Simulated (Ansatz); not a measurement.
# CClFSe: basis-set convergence

One table from this session's results is given with a row withheld; the runs are named, their logs left out.

Computed with Ansatz 0.2.0, Gaussian basis. Level: one geometry, several basis sets.

Levels to be run: PBE0-D4/def2-SVP; ωB97M-V/def2-SVP; PBE0-D4/def2-QZVPP; ωB97M-V/def2-QZVPP; the functionals' def2-TZVPP values are taken from earlier runs.

## The relaxed structure

The geometry comes from an earlier relaxation with PBE0-D4 in a triple-zeta def2 set; it is a stationary point.

SMILES `FC(Cl)=[Se]`, 4 atoms, charge 0, spin multiplicity 1.

Atoms are counted from 1 here; the program's logs count them from 0.

Bond lengths: F1–C2 1.314 Å, C2–Cl3 1.704 Å, C2–Se4 1.743 Å. Angles: F1–C2–Cl3 109.6°, F1–C2–Se4 123.5°, Cl3–C2–Se4 126.9°.

The first run:

Contents of in.yaml:

```yaml
crystal:
  periodic: [false, false, false]
  atoms:
    - {symbol: F, position_ang: [-0.232445, 0.670367, 1.154163]}
    - {symbol: C, position_ang: [-0.021484, 0.032591, 0.025111]}
    - {symbol: Cl, position_ang: [1.196238, -1.138473, 0.249332]}
    - {symbol: Se, position_ang: [-0.886809, 0.375216, -1.449008]}
basis:
  gaussian: {orbitals: def2-SVP}
hamiltonian: {xc: pbe0, dispersion: d4}
output: {orbitals: {seedname: orbitals}}
```

On the command line:

```
> ansatz run in.yaml --threads 2 --pin off --events-out ev --progress --plain --max-ram 4352MiB
```

Among the steps run: PBE0-D4 in def2-SVP; ωB97M-V in def2-SVP; PBE0-D4 in def2-QZVPP; ωB97M-V in def2-QZVPP.

One table of the session follows, with a row left open; its other results are not shown here.

It belongs to the step «Density functionals: the series». 

```
functional       basis  HOMO (eV)  LUMO (eV)
   PBE0-D4    def2-SVP      -7.04      -2.62
   PBE0-D4  def2-TZVPP      -7.16      -2.76
   PBE0-D4  def2-QZVPP          ?          ?
   ωB97M-V    def2-SVP      -9.17      -0.43
   ωB97M-V  def2-TZVPP      -9.31      -0.64
   ωB97M-V  def2-QZVPP      -9.35      -0.70
```

Q: Estimate the row for PBE0-D4, def2-QZVPP from the others.

**Answer.** HOMO (eV): -7.19; LUMO (eV): -2.80. In the column «HOMO (eV)» it lies between ωB97M-V, def2-SVP (-9.17) and PBE0-D4, def2-TZVPP (-7.16).
